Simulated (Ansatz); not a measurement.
# ScSi2: the cost of one run

Program: Ansatz 0.2.0. Level of theory: DFT PBE, scalar-relativistic, plane waves, PAW. These are calculated values, not measurements.

### Step 1. Starting point

Symmetry: Fm-3m, No. 225, cubic system. Conventional cell: a = 6.230 Å, b = 6.230 Å, c = 6.230 Å, α = 90.00°, β = 90.00°, γ = 90.00°. Around Sc (site symmetry m-3m) lie 8 Si at 2.70 Å. Si (site symmetry -43m) is surrounded by 4 Sc at 2.70 Å.

Coordinates:

```cif
data_structure
_symmetry_space_group_name_H-M 'Fm-3m'
_symmetry_Int_Tables_number 225
_cell_length_a 6.2298
_cell_length_b 6.2298
_cell_length_c 6.2298
_cell_angle_alpha 90.000
_cell_angle_beta 90.000
_cell_angle_gamma 90.000
_cell_volume 241.78
loop_
_atom_site_label
_atom_site_type_symbol
_atom_site_symmetry_multiplicity
_atom_site_Wyckoff_symbol
_atom_site_fract_x
_atom_site_fract_y
_atom_site_fract_z
_atom_site_occupancy
Sc1 Sc 4 a 0.00000 0.00000 0.00000 1
Si1 Si 8 c 0.25000 0.75000 0.75000 1
```

The cell was relaxed beforehand at this level, from a database cell with other species swapped in; it needn't be the stable form of this composition. At a tolerance of 0.05 Å it has space group Fm-3m (No. 225); it has 20.15 Å³/atom, an uncorrected energy of +0.09 eV/atom over the elements.

### Step 2. Static run: bands, density of states and charges

input.yaml reads:

```yaml
crystal:
  lattice:
    - [0.0, 3.1148846708, 3.1148846708]
    - [3.1148846708, 0.0, 3.1148846708]
    - [3.1148846708, 3.1148846708, 0.0]
  atoms:
    - { symbol: Sc, position: [0.0, 0.0, 0.0] }
    - { symbol: Si, position: [0.25, 0.25, 0.25] }
    - { symbol: Si, position: [0.75, 0.75, 0.75] }
basis:
  ecutwfc: 420
kpoints:
  mp_grid: { grid: [14, 14, 14] }
  band_path:
    path:
      - [[0.0, 0.0, 0.0], [0.5, 0.0, 0.5], [0.625, 0.25, 0.625]]
      - [[0.375, 0.375, 0.75], [0.0, 0.0, 0.0], [0.5, 0.5, 0.5], [0.5, 0.25, 0.75], [0.5, 0.0, 0.5]]
    npoints: 14
hamiltonian:
  xc: pbe
scf:
  occupations: { method: gaussian, width: 0.1 }
  n_extra_bands: 7
output:
  forces: true
  stress: true
  eigenvalues: true
  populations: true
  dos: { projected: true, de: 0.02, nscf_kmesh: { grid: [17, 17, 17] } }
  bader: true
```

Launch:

```console
$ ansatz run input.yaml --threads 1 --pin off --max-ram 2560MiB --backend cpu --events-out ev --progress --plain --runs-dir out
```

What time and memory should one allow on 1 thread of Arm Neoverse V2, shared host?

About 23 s, with a peak of 0.38 GiB.
